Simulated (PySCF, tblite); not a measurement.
**CH6AlBO3Si, a small gas-phase stand-in for a defect centre: NMR shifts, core binding energies and electronic excitations**

What NMR shifts, core binding energies and electronic excitations should one expect for `[OH][Al]([OH])[O][C]B[SiH3]`? It is drawn as: twofold C.

Computed with tblite 0.8.0 and PySCF 2.14.0; each step states its level. No surroundings beyond the atoms listed, unless a continuum is named. Atoms count from 0, parts from 1.

### 1 The system as given

13 atoms, charge 0, multiplicity 1; geometry: distance geometry start.

### 2 Geometry optimisation with GFN1-xTB

Job settings and geometry (Å):

```
{"job": {"kind": "relax", "xc": "GFN1-xTB", "basis": "xTB"}, "charge": 0, "multiplicity": 1}
C     -1.440018     0.568164     1.082448
O     -1.495951     1.605207     0.142083
Al    -0.084836     2.025266    -1.027663
O     -0.174097     1.274727    -2.743722
O      1.629421     2.133927    -0.249419
B     -1.228001    -0.706729     1.969139
Si     0.295323    -1.827452     1.526308
H     -0.143679     0.336147    -2.924829
H      1.837370     1.872912     0.656526
H     -2.197467    -1.270148     2.270912
H      1.425972    -1.401422     2.273174
H      0.551334    -1.708139     0.142248
H      0.000266    -3.178912     1.798589
```

Method: GFN1-xTB geometry optimisation, gas phase.

Run with:

```bash
> OMP_NUM_THREADS=1 python cluster_run.py task.json out
```

This one command runs all jobs of the session in turn.

**Question.** The jobs that follow are: PBE0-D3(BJ)/def2-SVP geometry optimisation, gas phase; GIAO PBE0/pcSseg-1 NMR shielding, non-relativistic, gas phase; delta-SCF UKS SCAN, pcX-2 on the ionised atom, pcseg-1 elsewhere, spin-free X2C; TDDFT CAM-B3LYP/def2-SVPD, vertical, gas phase, core orbitals frozen in the response. Predict: point group; rotational constants (main isotopes); 13C shifts against TMS (PBE0/pcSseg-1); 1H shifts against TMS (PBE0/pcSseg-1); 17O shifts against H2O (PBE0/pcSseg-1); 27Al shifts against AlH4- (PBE0/pcSseg-1); 11B shifts against BF3·OEt2 (PBE0/pcSseg-1); 29Si shifts against TMS (PBE0/pcSseg-1); O1s binding energies, SCAN/pcX-2 (standing for 2 of 3 atoms); C1s binding energies, SCAN/pcX-2; Al2p binding energies, SCAN/pcX-2; B1s binding energies, SCAN/pcX-2; lowest singlet (CAM-B3LYP/def2-SVPD); brightest single state of those computed; lowest triplet; vertical ionisation energy (ΔSCF); vertical electron affinity (ΔSCF).

The runs gave:

| quantity | value |
| --- | --- |
| point group | C1 |
| rotational constants (main isotopes) | 2.69, 1.22, 1.17 GHz |
| 13C shifts against TMS (PBE0/pcSseg-1) | 252.9 ppm |
| 1H shifts against TMS (PBE0/pcSseg-1) | 5.52, 5.46, 2.20, 1.75, 1.72, 1.64 ppm |
| 17O shifts against H2O (PBE0/pcSseg-1) | 266.7, 18.4, 8.1 ppm |
| 27Al shifts against AlH4- (PBE0/pcSseg-1) | -13.4 ppm |
| 11B shifts against BF3·OEt2 (PBE0/pcSseg-1) | -53.1 ppm |
| 29Si shifts against TMS (PBE0/pcSseg-1) | 21.6 ppm |
| O1s binding energies, SCAN/pcX-2 (standing for 2 of 3 atoms) | O1 539.55, O3 538.23 eV |
| C1s binding energies, SCAN/pcX-2 | C0 292.47 eV |
| Al2p binding energies, SCAN/pcX-2 | Al2 81.79 eV |
| B1s binding energies, SCAN/pcX-2 | B5 194.43 eV |
| lowest singlet (CAM-B3LYP/def2-SVPD) | 2.41 eV (514 nm), f = 0.002 |
| brightest single state of those computed | state 6, 6.25 eV, f = 0.053 |
| lowest triplet | 1.97 eV |
| vertical ionisation energy (ΔSCF) | 8.42 eV |
| vertical electron affinity (ΔSCF) | 0.34 eV |

The start of the PBE0/def2-SVP relaxation was shaken at random by about 0.01 Å, so part of the energy gained, and of the first lengths quoted, undoes that. Relaxing lowered the energy by 0.411 eV in 20 steps; the close pair that moved most is Si6–H12, from 1.443 to 1.495 Å (PBE0/def2-SVP). Hydrogens of an XH3 group are listed apart at this fixed geometry; free rotation makes them one line at their mean. At PBE0/pcSseg-1: Shielding is most anisotropic at O1 (span 278 ppm, paramagnetic term -333 ppm). At SCAN/pcX-2: The O1s levels kept as sound span 1.33 eV, from O3 (oxygen bonded to Al, H) up to O1 (oxygen bonded to C, Al). Only 2 of the 3 O atoms are covered by sound results. The first singlet state (HOMO→LUMO 0.93) lies at 2.41 eV and is weak; of the 6 states computed, the strongest absorption comes from state 6 at 6.25 eV (the last computed, so partners may be missing). The lowest triplet lies 0.44 eV below the lowest singlet (triplets in Tamm-Dancoff, singlets in full TDDFT). ΔSCF puts the ionisation energy at 8.42 eV, 0.73 eV above −ε(HOMO). A capped cluster stands for the solid here, so long-range fields and strain are missing, and bands or shifts of the capping hydrogens have no counterpart in it.
